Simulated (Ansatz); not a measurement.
# O on Rh (100)

This session takes Rh and sets out to compare the adsorption sites of O.

Program: Ansatz 0.2.0. Level of theory: DFT PBEsol, scalar-relativistic, plane waves, PAW. These are calculated values, not measurements.

2 further runs of the same task are left out: 2 set aside as unsound or not needed.

### 1 The structure to begin with

It takes space group P4mm (No. 99, tetragonal). Conventional cell: a = 2.673 Å, b = 2.673 Å, c = 22.670 Å, α = 90.00°, β = 90.00°, γ = 90.00°. Rh (site symmetry 4mm) has 8 Rh at 2.67 Å as nearest neighbours. Rh (site symmetry 4mm) has 12 Rh at 2.67 to 2.68 Å as nearest neighbours. Around Rh (site symmetry 4mm) lie 12 Rh at 2.62 to 2.68 Å. Rh (site symmetry 4mm) has 8 Rh at 2.62 to 2.67 Å as nearest neighbours.

Coordinates:

```cif
data_structure
_symmetry_space_group_name_H-M 'P 1'
_symmetry_Int_Tables_number 1
_cell_length_a 2.6729
_cell_length_b 2.6729
_cell_length_c 22.6700
_cell_angle_alpha 90.000
_cell_angle_beta 90.000
_cell_angle_gamma 90.000
_cell_volume 161.96
loop_
_atom_site_label
_atom_site_type_symbol
_atom_site_fract_x
_atom_site_fract_y
_atom_site_fract_z
_atom_site_occupancy
Rh1 Rh 0.50000 0.50000 0.37495 1
Rh2 Rh 0.00000 0.00000 0.45832 1
Rh3 Rh 0.50000 0.50000 0.54191 1
Rh4 Rh 0.00000 0.00000 0.62202 1
```

Planes are indexed in the bulk's conventional cell (Fm-3m (No. 225)), a = 3.780 Å, b = 3.780 Å, c = 3.780 Å, α = 90.00°, β = 90.00°, γ = 90.00°.

This (100) slab, 5.7 Å thick as cut, with 17 Å of vacuum; its outer planes are Rh (top) and Rh (bottom), was relaxed beforehand with its lower half held: -25352.3843 eV, work function 5.23 eV.

### 2 O at the top (Rh) site

Input file input.yaml:

```yaml
crystal:
  lattice:
    - [2.6728587967, 0.0, 0.0]
    - [0.0, 2.6728587967, 0.0]
    - [0.0, 0.0, 24.6699897408]
  atoms:
    - { symbol: Rh, position: [0.5, 0.5, 0.3445481773] }
    - { symbol: Rh, position: [0.0, 0.0, 0.4211593393] }
    - { symbol: Rh, position: [0.5, 0.5, 0.4979727488] }
    - { symbol: Rh, position: [0.0, 0.0, 0.5715953902] }
    - { symbol: O, position: [0.0, 0.0, 0.6559083559] }
basis:
  ecutwfc: 420
kpoints:
  mp_grid: { grid: [11, 11, 1] }
hamiltonian:
  xc: pbesol
scf:
  occupations: { method: gaussian, width: 0.1 }
output:
  forces: true
  eigenvalues: true
relax:
  adjacent_minimum: "off"
  f_tol: 0.03
  max_steps: 70
  constraints: [{ sites: [0, 1] }]
efield:
  axis: 3
  dipole_correction: true
```

Further runs follow: O put at a bridge (Rh-Rh) site; O put at a hollow over Rh site.

Q: Predict the outcome of this session. Wanted: O: lowest end.

**Answer**, as computed:

| quantity | value |
| --- | --- |
| O: lowest end | E_ads -4.91 eV, from the bridge (Rh-Rh) start, 2 bonded, 1.33 Å high |

What this shows: O binds with 4.91 eV at best, a strong chemical bond when counted from the free atom, not from the element's molecule or solid; the ends span 0.82 eV. It raises the work function by 2.24 eV, as a dipole layer with its negative end outwards does. The slab runs have no spin polarisation, while the free adsorbate has its spin; a moment that survived on the surface would lower E_ads. A start on a symmetric site keeps its symmetry, so an end may be a saddle point and not a minimum. The final runs have no spin polarisation, so no magnetic state was tried and one may lie lower.
